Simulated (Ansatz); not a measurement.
**NiPt: magnetic states**

This session on NiPt sets out to sweep the held total moment.

Program: Ansatz 0.2.0. Level of theory: DFT PBEsol, scalar-relativistic, plane waves, PAW. These are calculated values, not measurements.

## Step 1: Starting point

It takes space group R-3m (No. 166, trigonal). The conventional cell has a = 2.707 Å, b = 2.707 Å, c = 12.689 Å, α = 90.00°, β = 90.00°, γ = 120.00°. Ni (site symmetry -3m) has 6 Pt at 2.63 Å and 6 Ni at 2.71 Å as nearest neighbours. Pt (site symmetry -3m) is surrounded by 6 Ni at 2.63 Å and 6 Pt at 2.71 Å.

Structure file:

```xyz
2
Lattice="1.3536 0.7815 4.2296 -1.3536 0.7815 4.2296 0.0000 -1.5630 4.2296" Properties=species:S:1:pos:R:3 pbc="T T T"
Ni    0.0000    0.0000    0.0000
Pt    0.0000    0.0000    6.3445
```

Source of the structure: the Materials Project (structure only). It is taken as it stands there.

## Step 2: The base input

Contents of input.yaml:

```yaml
crystal:
  lattice:
    - [1.3535998424, 0.7815012334, 4.2296453483]
    - [-1.3535998424, 0.7815012334, 4.2296453483]
    - [0.0, -1.5630024668, 4.2296453483]
  atoms:
    - { symbol: Ni, position: [0.0, 0.0, 0.0], spin: 0.92 }
    - { symbol: Pt, position: [0.5, 0.5, 0.5], spin: 0.24 }
basis:
  ecutwfc: 420
kpoints:
  mp_grid: { grid: [18, 18, 18] }
hamiltonian:
  xc: pbesol
scf:
  occupations: { method: gaussian, width: 0.1 }
output:
  forces: true
  stress: true
  eigenvalues: true
  populations: true
  write_density: true
  write_potential: true
  elf: true
  volumetric_format: npy
magnetization:
  spin_polarized: true
```

It was run beforehand and gave: -9094.4291 eV/atom at zero smearing, pressure -7.15 GPa, largest force 0.000 eV/Å, no gap on the mesh, site moments Ni +0.82, Pt +0.26 μB, in 12 SCF cycles and 64 s.

## Step 3: Held total moment set to 0 μB

Contents of input.yaml:

```yaml
crystal:
  lattice:
    - [1.3535998424, 0.7815012334, 4.2296453483]
    - [-1.3535998424, 0.7815012334, 4.2296453483]
    - [0.0, -1.5630024668, 4.2296453483]
  atoms:
    - { symbol: Ni, position: [0.0, 0.0, 0.0] }
    - { symbol: Pt, position: [0.5, 0.5, 0.5] }
basis:
  ecutwfc: 420
kpoints:
  mp_grid: { grid: [18, 18, 18] }
hamiltonian:
  xc: pbesol
scf:
  occupations: { method: gaussian, width: 0.1 }
  lower_state_search: "off"
output:
  forces: true
  stress: true
  eigenvalues: true
magnetization:
  spin_polarized: true
  initial_magnetization: 0.0
  spin_locking: { lock_magnetization: hard }
```

On the command line:

```sh
$ ansatz run input.yaml --threads 1 --pin off --max-ram 2560MiB --backend cpu --events-out ev --progress --plain --runs-dir out
```

## Step 4: Held total moment set to 0.38 μB

input.yaml, as its differences from that of step 3:

```diff
@@ -23,3 +23,3 @@
   spin_polarized: true
-  initial_magnetization: 0.0
+  initial_magnetization: 0.38
   spin_locking: { lock_magnetization: hard }
```

## Step 5: Held total moment: 0.75 μB

input.yaml, as its differences from that of step 4:

```diff
@@ -23,3 +23,3 @@
   spin_polarized: true
-  initial_magnetization: 0.38
+  initial_magnetization: 0.75
   spin_locking: { lock_magnetization: hard }
```

## Step 6: Held total moment: 1.12 μB

input.yaml, as its differences from that of step 5:

```diff
@@ -23,3 +23,3 @@
   spin_polarized: true
-  initial_magnetization: 0.75
+  initial_magnetization: 1.12
   spin_locking: { lock_magnetization: hard }
```

## Step 7: Held total moment set to 1.5 μB

input.yaml, as its differences from that of step 6:

```diff
@@ -23,3 +23,3 @@
   spin_polarized: true
-  initial_magnetization: 1.12
+  initial_magnetization: 1.5
   spin_locking: { lock_magnetization: hard }
```

## Step 8: Held total moment: 1.88 μB

input.yaml, as its differences from that of step 7:

```diff
@@ -23,3 +23,3 @@
   spin_polarized: true
-  initial_magnetization: 1.5
+  initial_magnetization: 1.88
   spin_locking: { lock_magnetization: hard }
```

## Step 9: Held total moment: 2.25 μB

input.yaml, as its differences from that of step 8:

```diff
@@ -23,3 +23,3 @@
   spin_polarized: true
-  initial_magnetization: 1.88
+  initial_magnetization: 2.25
   spin_locking: { lock_magnetization: hard }
```

## Step 10: Held total moment: 2.62 μB

input.yaml, as its differences from that of step 9:

```diff
@@ -23,3 +23,3 @@
   spin_polarized: true
-  initial_magnetization: 2.25
+  initial_magnetization: 2.62
   spin_locking: { lock_magnetization: hard }
```

## Step 11: Held total moment set to 3 μB

input.yaml, as its differences from that of step 10:

```diff
@@ -23,3 +23,3 @@
   spin_polarized: true
-  initial_magnetization: 2.62
+  initial_magnetization: 3.0
   spin_locking: { lock_magnetization: hard }
```

(Steps that only read results are left out.)

Q: Predict the outcome of the series: the values and the trend.

**Answer**, as computed:

| quantity | value |
| --- | --- |
| held moment of lowest energy | 1.12 μB/cell |

The energy is lowest at 1.12 μB per cell on this grid, 32.3 meV/atom under the state without net moment. The pressure climbs by 14.9 GPa from the first to the last point: a larger moment wants a larger cell. The runs treat Pt without spin-orbit coupling.
